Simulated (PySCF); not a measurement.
# Cl2F2Mg2 ((ClMg-mu-F)2): the cost of one run

Program: PySCF 2.14.0. Level of theory: levels as typed in each script, gas phase, geometry from GFN2-xTB. These are calculated values, not measurements.

### Step 1. Where the work starts

6 atoms, charge 0, spin multiplicity 1.

Bond lengths: Mg1–Cl2 2.110 Å, Mg1–F3 1.879 Å, Mg1–F6 1.882 Å, F3–Mg4 1.879 Å, Mg4–Cl5 2.110 Å, Mg4–F6 1.881 Å. Angles: Cl2–Mg1–F3 139.6°, Cl2–Mg1–F6 139.2°, F3–Mg1–F6 81.2°, Mg1–F3–Mg4 98.9°, F3–Mg4–Cl5 139.6°, F3–Mg4–F6 81.2°, Cl5–Mg4–F6 139.2°, Mg1–F6–Mg4 98.7°.

Geometry (Å):

```mol
Cl2F2Mg2
  3D, bonds by distance, orders not assigned

  6  6  0  0  0  0  0  0  0  0999 V2000
   -1.4277    0.0024    0.0125 Mg  0  0
   -3.5378   -0.0020   -0.0074 Cl  0  0
   -0.0004    1.2239    0.0097 F   0  0
    1.4277    0.0025   -0.0185 Mg  0  0
    3.5378   -0.0019    0.0014 Cl  0  0
    0.0004   -1.2231    0.0097 F   0  0
  1  2  8  0
  1  3  8  0
  1  6  8  0
  3  4  8  0
  4  5  8  0
  4  6  8  0
M  END
```

### Step 2. Density, bond paths and surface potential (TPSS/def2-svpd)

File input.py:

```python
import numpy as np
from pyscf import gto, scf, dft
from pyscf.scf import atom_ks, atom_hf
from scipy.linalg import block_diag

def solve(mol, dm0=None, hcore=None):
    mf = (dft.UKS if mol.spin else dft.RKS)(mol, xc='tpss')
    mf.grids.level = 3
    mf = mf.density_fit(auxbasis='def2-universal-jkfit')
    mf.conv_tol, mf.max_cycle = 1e-8, 80
    if hcore is not None:
        mf.get_hcore = lambda *args: hcore
    mf.kernel(dm0)
    if not mf.converged:
        mf = mf.newton().run(mf.mo_coeff, mf.mo_occ, max_cycle=30)
    assert mf.converged, 'SCF not converged'
    return mf

mol = gto.M(atom='''
Mg    -1.42774     0.00242     0.01249
Cl    -3.53781    -0.00203    -0.00743
F     -0.00042     1.22393     0.00971
Mg     1.42774     0.00248    -0.01851
Cl     3.53781    -0.00189     0.00140
F      0.00042    -1.22306     0.00971
''', basis='def2-svpd', charge=0, spin=0, verbose=4)
mf = solve(mol)
mf.analyze()
# spherically averaged free atoms, for the promolecule
atm = atom_ks.get_atm_nrks(mol, xc='tpss')
pro = block_diag(*[(atm[a[0]][2] * atm[a[0]][3]) @ atm[a[0]][2].T for a in mol._atom])
np.savez('result.npz', e=mf.e_tot, c=mf.mo_coeff, occ=mf.mo_occ, eps=mf.mo_energy, pro=pro, dip=mf.dip_moment(verbose=0), s2=mf.spin_square()[0])
```

Run with:

```
> OMP_NUM_THREADS=1 python input.py
```

Q: Estimate wall time and peak memory on 1 thread of Intel Xeon 6975P-C (Granite Rapids), shared host.

About 18 s, with a peak of 0.56 GiB.
